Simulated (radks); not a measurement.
**Kr²⁺ in [Ar] 3d10 4s2 4p4: an all-electron calculation**

The task here is to estimate one member of a computed series from the others.

Program: radks (a radial shooting solver on a logarithmic mesh, Libxc functionals) version 1. Level of theory: Dirac Kohn-Sham, RPBE, spin-unpolarised, spherical densities, finite nucleus; open shells fill j = l - 1/2 first. These are calculated values, not measurements, unless marked.

## What is computed

| Item | Value |
| --- | --- |
| element | krypton (Z = 36) |
| charge | +2 |
| electrons | 34 |
| configuration | [Ar] 3d10 4s2 4p4 |
| nuclear rms radius | 4.1884 fm |

The first run:

Settings of this run:

```text
Z 36
configuration [Ar] 3d10 4s2 4p4 5s0 4d0
relativity Dirac
functional rpbe,pbe
spin unpolarised
j_filling energy
nucleus finite rms 4.1884 fm
c 137.035999084
```

Run with:

```sh
> python run_ks.py task.json out
```

The same process makes all the runs of this session.

One table of the session follows, with a row left open; its other results are not shown here.

It belongs to the step «Shells». From the orbitals of this run (lengths in bohr):

| level | <r> | outermost maximum (interpolated) | 90 % within | nodes |
| --- | --- | --- | --- | --- |
| 1s1/2 | 0.04148 | 0.0271 | 0.0742 | 0 |
| 2s1/2 | 0.1832 | 0.154 | 0.284 | 1 |
| 2p1/2 | 0.1573 | 0.121 | 0.257 | 0 |
| 2p3/2 | 0.1613 | 0.124 | 0.263 | 0 |
| 3s1/2 | 0.5298 | 0.467 | 0.788 | 2 |
| 3p1/2 | ? | ? | ? | ? |
| 3p3/2 | 0.5435 | 0.466 | 0.828 | 1 |
| 3d3/2 | 0.5522 | 0.410 | 0.904 | 0 |
| 3d5/2 | 0.5561 | 0.412 | 0.910 | 0 |
| 4s1/2 | 1.503 | 1.32 | 2.20 | 3 |
| 4p1/2 | 1.720 | 1.47 | 2.57 | 2 |
| 4p3/2 | 1.750 | 1.50 | 2.61 | 2 |
| 5s1/2 | 3.774 | 3.49 | 5.38 | 4 |
| 4d3/2 | 2.753 | 2.18 | 4.27 | 1 |
| 4d5/2 | 2.766 | 2.19 | 4.29 | 1 |

Estimate the missing values for 3p1/2.

The run gave: <r>: 0.5331; outermost maximum (interpolated): 0.457; 90 % within: 0.813; nodes: 1. In the column «<r>» it lies between 3s1/2 (0.5298) and 3p3/2 (0.5435).

Caveats from the session: Spin polarisation and multiplet splitting are left out.
